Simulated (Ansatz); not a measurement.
# ZrC: how the settings move a relaxation

How sensitive is a relaxation of ZrC to its settings? A reference run comes first, then one run with altered input.

The COD entry's cell or inner coordinates are ideal or old and differ from later refinements, so a difference from it is no clean test against experiment.

Method: reference: DFT, r2SCAN, PAW with Ansatz's default frozen-core files, scalar-relativistic; relaxation of cell and atoms, in Ansatz 0.2.0.

### Step 1. The starting structure

Symmetry: Fm-3m, No. 225, cubic system. Conventional cell: a = 4.730 Å, b = 4.730 Å, c = 4.730 Å, α = 90.00°, β = 90.00°, γ = 90.00°. Zr (site symmetry m-3m) has 6 C at 2.37 Å as nearest neighbours. C (site symmetry m-3m) is surrounded by 6 Zr at 2.37 Å.

Coordinates:

```
CELL_PARAMETERS angstrom
0.00000 2.36500 2.36500
2.36500 0.00000 2.36500
2.36500 2.36500 0.00000
ATOMIC_POSITIONS crystal
Zr 0.50000 0.50000 0.50000
C 0.00000 0.00000 0.00000
```

### Step 2. The reference run

The input, input.yaml:

```yaml
crystal:
  lattice:
    - [0.0, 2.365, 2.365]
    - [2.365, 0.0, 2.365]
    - [2.365, 2.365, 0.0]
  atoms:
    - { symbol: Zr, position: [0.5, 0.5, 0.5] }
    - { symbol: C, position: [0.0, 0.0, 0.0] }
kpoints:
  mp_grid: { grid: [14, 14, 14] }
scf:
  occupations: { method: fermi_dirac, width: 0.1 }
hamiltonian:
  xc: r2scan
  pseudopotentials: { kind: paw }
relax:
  f_tol: 0.002
  max_steps: 80
  cell: {}
output:
  forces: true
  stress: true
```

Started as:

```console
> ansatz run input.yaml --threads 1 --pin off --max-ram 3072MiB --backend cpu --events-out ev --progress --plain --runs-dir out
```

### Step 3. Changing settings: occupations.method tetrahedron_uncorrected, lower_state_search off, pseudopotentials.kind nc, pseudopotentials.accuracy standard, width left out

Edit input.yaml of step 2 so:

```diff
@@ -11,6 +11,7 @@
 scf:
-  occupations: { method: fermi_dirac, width: 0.1 }
+  occupations: { method: tetrahedron_uncorrected }
+  lower_state_search: "off"
 hamiltonian:
   xc: r2scan
-  pseudopotentials: { kind: paw }
+  pseudopotentials: { kind: nc, accuracy: standard }
 relax:
```

Q: Predict the outcome of this session. Wanted: for each run, ending; energy change; pressure; gap; force.

**Answer**, as computed:

```
                                                                                                                                                run     ending   energy change  pressure (GPa)  gap (eV)  force (eV/Å)  cycles  time
                                                                                                                                          reference  converged               -             0.0      0.00          0.00      29  14 s
1: occupations.method tetrahedron_uncorrected, lower_state_search off, pseudopotentials.kind nc, pseudopotentials.accuracy standard, width left out  converged  not comparable             0.0      0.00          0.00      32  57 s
```

**Reading.** A change of potentials puts the total energy on another scale; the final volume goes from 26.15 to 26.08 Å³. The smearing and search for lower states changed too. Cost: 32 SCF cycles against 29, 57 s against 14 s.
